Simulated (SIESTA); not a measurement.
Ga3Se:

```xyz
4
Lattice="4.4325 0.0000 0.0000 0.0000 4.4325 0.0000 0.0000 0.0000 4.4325" Properties=species:S:1:pos:R:3 pbc="T T T"
Se    0.0000    0.0000    0.0000
Ga    2.2162    2.2162    0.0000
Ga    2.2162    0.0000    2.2162
Ga    0.0000    2.2162    2.2162
```

The cell comes from a database or a generator and needn't be the stable form of this composition.

| Quantity | Value |
| --- | --- |
| Program | SIESTA 5.4.2 |
| Task | single point |
| Functional | PBE |
| Potentials or basis | PseudoDojo 0.4 standard (PBE files) |
| Basis | DZP (energy shift 0.003 Ry; two zetas on semicore shells) |
| Grid cutoff | 800 Ry |
| Energy shift | 0.003 Ry |
| k mesh | 6 × 6 × 6 |
| Occupations | fermi-dirac, width 0.05 eV |
| Spin | no spin polarisation |

On this cell: pressure 0.5 GPa; largest force zero by symmetry; band gap on the k mesh none (metal or under the smearing width).

The same run follows on a disturbed copy (atoms moved at random, drawn with an rms of 0.05 Å):

```xyz
4
Lattice="4.4325 0.0000 0.0000 0.0000 4.4325 0.0000 0.0000 0.0000 4.4325" Properties=species:S:1:pos:R:3 pbc="T T T"
Se    0.0042    0.0104    0.0121
Ga    2.2707    2.1785   -0.0018
Ga    2.2445    0.0052    2.2030
Ga    0.0223    2.2095    2.1762
```

Task: What does the disturbed cell give?

Result: The energy (extrapolated to zero smearing) moves by +1.5 meV/atom; pressure 0.4 GPa; largest force 0.115 eV/Å; band gap on the k mesh none (metal or under the smearing width).

Forces in eV/Å, atoms in the order of the input:
```
Se   0.046 -0.043 -0.050
Ga  -0.062  0.077 -0.059
Ga  -0.037 -0.074  0.037
Ga   0.053  0.039  0.071
```

Caveats: the basis of atomic orbitals isn't converged, which shifts pressures, moduli and gaps.
